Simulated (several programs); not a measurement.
# BiB₂Sb (ordering on zincblende) from semi-empirical methods to plane-wave DFT

BiB₂Sb as one 4-atom ordering (P-4m2) on the zincblende lattice, relaxed with r2SCAN in Ansatz, was computed with several methods. It is tetragonal, P-4m2 (No. 115); a = 3.793 Å, c = 5.365 Å in the conventional setting, 19.30 Å³ an atom. Sb is surrounded by 4 B at 2.29 Å; B is surrounded by 2 Sb at 2.29 Å and 2 Bi at 2.36 Å; Bi is surrounded by 4 B at 2.36 Å. These are computed values for a spin-unpolarised cell that may be hypothetical; none is a measurement.

```
CELL_PARAMETERS angstrom
3.79320 0.00000 0.00000
0.00000 3.79320 0.00000
0.00000 0.00000 5.36456
ATOMIC_POSITIONS crystal
Sb 0.00000 0.00000 0.00000
B 0.00000 0.50000 0.76182
Bi 0.50000 0.50000 0.50000
B 0.50000 0.00000 0.23818
```

Gaps and times are for a single point on this cell; volume and bulk modulus come from each method's own relaxation or energy curve at fixed shape, which is too stiff where a cell has free coordinates or axes. Times are rough, from shared hosts (Arm Neoverse V1), and each method has its own mesh and cell size. A dagger marks a closed or tiny gap in a crystal that DFT finds insulating: a failure of the method or a wrong SCF state. A double dagger marks a value from a curve with shape and coordinates held. PM6 (MOPAC), PM7 (MOPAC), GFN1-xTB (tblite), GFN2-xTB (tblite) treat a cluster of cells at its zone centre, which samples few k points: where these miss a band edge, the gap comes out too large for that reason alone. Gaps from k meshes are read at a limited set of points (mesh, symmetry points, PBE's band edges), so each method's own least gap may be somewhat smaller. xTB and the PM methods were fitted mostly to molecules, and can miss a solid's gap by electronvolts. Minimal bases can be far off for gaps. Times of the plane-wave ladder aren't listed, since it ran on unlike processors and cards. GLLB-SC's gap includes the derivative discontinuity. G0W0 is at finite bands, cutoff and mesh. d marks a direct gap, i an indirect one (no mark: not told apart), a dash a value that wasn't computed or didn't pass its checks.

```csv
method,kind,gap (eV),own volume (Å³/atom),bulk modulus (GPa),atoms computed,processor time
light PBE (260 eV and a coarse mesh),light plane-wave,0.58 i,–,–,4,1.9 s
GFN1-xTB (tblite),tight binding,0.00†,–,–,cluster,3.4 s
GFN2-xTB (tblite),tight binding,1.56,18.61‡,98‡,cluster,4.7 s
PBE/SZV (CP2K),small basis,1.84 i,20.06‡,88‡,4,7.3 s
PBE,semilocal,0.64 i,19.59,86‡,4,–
PM6 (MOPAC),semi-empirical,4.42,–,–,cluster,9.2 s
PBE/single zeta (GPAW),small basis,0.98 i,–,–,4,9.9 s
PBE/DZVP (CP2K),small basis,0.66 i,19.87‡,84‡,4,17 s
r2SCAN,semilocal,0.75 i,19.30,93‡,4,–
GLLB-SC (GPAW),model potential,0.93,–,–,4,29 s
PM7 (MOPAC),semi-empirical,4.99,–,–,cluster,39 s
PBE+SOC,semilocal,0.48 i,–,–,4,–
PBE0,hybrid,1.80 i,–,–,4,–
HSE06,hybrid,1.14 i,–,–,4,–
G0W0@PBE (120 eV screening cutoff),many-body,0.92,–,–,4,–
```

Against HSE06 (1.14 eV) and with closed or daggered gaps left aside, the nearest gap at the points sampled is that of PBE/single zeta (GPAW) (-0.16 eV) and the farthest that of PM7 (MOPAC) (+3.85 eV). HSE06 is only a yardstick of convenience, and nearness to it can be luck.

Volumes against r2SCAN's: PBE +1.5 %.

Only the rows marked +SOC include spin-orbit coupling.
